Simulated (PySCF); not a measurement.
# WH4: other functionals and bases at one geometry

One table from this session's results is given with a row withheld; the runs are named, their logs left out.

Method: several levels, as the steps say, no spin–orbit coupling; program: PySCF 2.14.0.

2 further runs of the same task are left out: 2 for a known fault of the program.

## Starting geometry

5 atoms, charge 0, spin multiplicity 3.

Bond lengths: W1–H2 1.797 Å, W1–H3 1.679 Å, W1–H4 1.679 Å, W1–H5 1.797 Å. Angles: H2–W1–H3 71.5°, H2–W1–H4 132.1°, H2–W1–H5 156.4°, H3–W1–H4 60.6°, H3–W1–H5 132.1°, H4–W1–H5 71.5°.

As a file:

```xyz
5

W     0.17611   -0.17611    0.00000
H     1.67968    0.80740    0.00000
H    -0.24964    1.44829    0.00000
H    -1.44829    0.24964    0.00000
H    -0.80740   -1.67968    0.00000
```

Formal oxidation states: W +4. An earlier session relaxed this geometry at PBE0, W def2-SVP with ECP60, H def2-SVP (triplet, point group C2v).

At PBE0 on the finer grid: E = -69.270585 Eh, HOMO -7.48 eV, LUMO -4.31 eV (over both spins), ⟨S²⟩ = 2.012, Mulliken charge on W1 +0.66 e, largest force component 0.007 eV/Å. 

Levels to run: BLYP; BP86; TPSS; B3LYP; PBE0, TZVP; PBE0, x2c-SVP. Hardware: 2 threads of Intel Xeon at 2.70GHz, shared host.

The first run:

Contents of run.py (the lines that set the calculation):

```python
mol = gto.M(atom='''
W      0.17611    -0.17611     0.00000
H      1.67968     0.80740     0.00000
H     -0.24964     1.44829     0.00000
H     -1.44829     0.24964     0.00000
H     -0.80740    -1.67968     0.00000''',
    basis={'W': 'def2-SVP', 'H': 'def2-SVP'},
    ecp={'W': 'def2-SVP'},
    charge=0, spin=2)
mf = dft.UKS(mol, xc='BLYP')
mf.grids.atom_grid = (75, 302)
mf = mf.density_fit()  # fitting sets: W def2-universal-JKFIT, H def2-universal-JKFIT
mf.conv_tol = 1e-08; mf.max_cycle = 55
mf.kernel(dm0)  # dm0: the density of the relaxed state
```

On the command line:

```sh
$ OMP_NUM_THREADS=2 python run.py
```

Among the steps run: BLYP; BP86; TPSS; B3LYP; PBE0, TZVP; PBE0, x2c-SVP.

One of the session's tables, all rows but one given; the rest of the session is left out.

| level | HOMO (eV) | gap (eV) | charge on W1 (e) | dipole (D) | largest force component (eV/Å) |
| --- | --- | --- | --- | --- | --- |
| PBE0 (relaxed here) | -7.48 | 3.17 | 0.66 | 1.54 | 0.01 |
| BLYP | -5.95 | 0.56 | 0.60 | 1.39 | 0.36 |
| BP86 | ? | ? | ? | ? | ? |
| TPSS | -6.31 | 0.80 | 0.71 | 1.54 | 0.27 |
| B3LYP | -7.26 | 2.76 | 0.68 | 1.52 | 0.15 |
| PBE0, TZVP | -7.52 | 3.31 | 0.18 | 1.54 | 0.08 |
| PBE0, x2c-SVP | -7.69 | 3.10 | 0.25 | 1.42 | 0.53 |

**Question.** Estimate the row for BP86.

**Answer.** HOMO (eV): -6.26; gap (eV): 0.48; charge on W1 (e): 0.60; dipole (D): 1.37; largest force component (eV/Å): 0.23. In the column «HOMO (eV)» it lies between TPSS (-6.31) and BLYP (-5.95).

In one basis the HOMO–LUMO gap runs from 0.48 eV (BP86) to 3.17 eV (PBE0). The largest leftover force, 0.53 eV/Å with PBE0, x2c-SVP, stands at a geometry relaxed at another level. Total energies of different levels can't be compared.
